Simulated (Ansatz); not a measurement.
# CrO2: the cost of one run

Method: the levels named in each step, in Ansatz 0.2.0.

### 1 Starting point

Bond lengths: O1–Cr2 1.549 Å, Cr2–O3 1.549 Å. Angles: O1–Cr2–O3 131.2°.

Structure file:

```xyz
3

O    -1.3109    0.6536    0.0399
Cr   -0.0456   -0.2376   -0.0321
O     1.4592    0.1185    0.0643
```

### 2 A rough first relaxation, PBE-D4/def2-SVP

This run stands in another session on the same molecule. It ended at:

```xyz
3

O    -1.2661    0.6947    0.0467
Cr   -0.0640   -0.3334   -0.0450
O     1.4327    0.1733    0.0704
```

### 3 Relaxation, PBE0-D4/def2-TZVPP

File input.yaml:

```yaml
crystal:
  periodic: [false, false, false]
  atoms:
    - { symbol: O, position_ang: [-1.26609056, 0.69467525, 0.04671275] }
    - { symbol: Cr, position_ang: [-0.0640171, -0.33344999, -0.04500896] }
    - { symbol: O, position_ang: [1.43273766, 0.17333473, 0.07044621] }
magnetization:
  spin_polarized: true
  initial_magnetization: 2
basis:
  gaussian: { orbitals: def2-TZVPP }
hamiltonian:
  xc: pbe0
  dispersion: d4
relax:
  f_tol: 0.002
  max_steps: 150
```

On the command line:

```sh
$ ansatz run input.yaml --threads 2 --pin off --max-ram 5120MiB --backend cpu --events-out ev --progress --plain --runs-dir out
```

What time and memory should one allow on 2 threads of Arm Neoverse V2, shared host?

About 27 s, with a peak of 0.27 GiB.
